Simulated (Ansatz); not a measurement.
TaTl:

```
CELL_PARAMETERS angstrom
3.62212 0.00000 0.00000
0.00000 3.62212 0.00000
0.00000 0.00000 3.62212
ATOMIC_POSITIONS crystal
Ta 0.00000 0.00000 0.00000
Tl 0.50000 0.50000 0.50000
```

The cell was built by a generator and needn't be a form met in nature.

Base run:

* Program: Ansatz 0.2.0
* Functional: r2SCAN
* Potentials or basis: Ansatz PAW
* Cutoff: 500 eV (not typed: the program's choice for these potentials)
* k mesh: 7 × 7 × 7
* Occupations: fermi-dirac, width 0.05 eV
* Spin: no spin polarisation

Its results: band gap on the k mesh none (metal or under the smearing width); pressure -16.4 GPa.

Q: The run is repeated on the same cell with these changes: functional from r2SCAN to BLYP; cutoff from 500 eV (not typed: the program's choice for these potentials) to 420 eV (not typed: the program's choice for these potentials). What comes out?

A: Band gap on the k mesh none (metal or under the smearing width); pressure -8.1 GPa.

Caveats: spin-orbit coupling is left out, which moves the levels of the heavy elements; the PAW data sets come from PBE, with cores solved anew for the run's functional, which leaves a small shift of forces and pressure.
